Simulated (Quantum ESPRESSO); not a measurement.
Runs of Quantum ESPRESSO 7.5 on MoI. Symmetry: P4/mmm, No. 123, tetragonal system. The conventional cell has a = 3.623 Å, b = 3.623 Å, c = 5.042 Å, α = 90.00°, β = 90.00°, γ = 90.00°. Around Mo (site symmetry 4/mmm) lie 4 I at 2.56 Å. I (site symmetry 4/mmm) has 4 Mo at 2.56 Å as nearest neighbours. The cell was built by a generator and needn't be a form met in nature.

```tsv
task	level	potentials or basis	cell	cutoff (eV)	smearing	form of the LDA correlation	nosym	most ionic steps	forc conv thr	etot conv thr	other keys	gap on the mesh (eV)	pressure (GPa)
real-space fields	LDA	GBRV 1.5 LDA	as given	612	cold 0.136 eV	PZ81	-	-	-	-	-	none	(a)
single point	PW86PBE+D3	SG15 PBE 1.2	as given	1020	fermi-dirac 0.1 eV	-	yes	-	-	-	nosym = yes	none	13.1
relaxation of cell and atoms	PBEsol	GBRV 1.5 PBEsol	relaxed to 0.3 kbar	612	cold 0.1 eV	-	-	40	0.0004 Ry/bohr	1e-05 Ry	-	none	-0.1
real-space fields	revPBE+rVV10	GBRV 1.5 PBE	as given	612	methfessel-paxton 0.2 eV	-	-	-	-	-	-	none	10.1
band structure	LDA+rVV10	PseudoDojo 0.4.1 SR LDA stringent	as given	1088	fermi-dirac 0.05 eV	PW92	-	-	-	-	-	none	5.4
```

Alike in all rows: no spin polarisation; k mesh 7 × 7 × 5.

Estimate the missing entries.

(a) 6.5.

Caveats: an odd number of electrons without spin polarisation forces a metal; a magnetic or distorted state may lie lower; the potentials were made for another functional, which shifts forces and pressure (some runs); rVV10's parameter b was fitted to another functional (some runs); this functional lacks dispersion, which binds the layers, so the pressure and a relaxed spacing across them are unreliable (some runs); spin-orbit coupling is left out, which moves the levels of the heavy elements (some runs).

A k mesh can miss the band edges, and the runs leave out spin-orbit coupling on I, Mo.

A gap of «none» marks a metal or a gap under the smearing width.

The runs don't all hold the same shells in valence.

Runs at the PBE level aren't shown here.
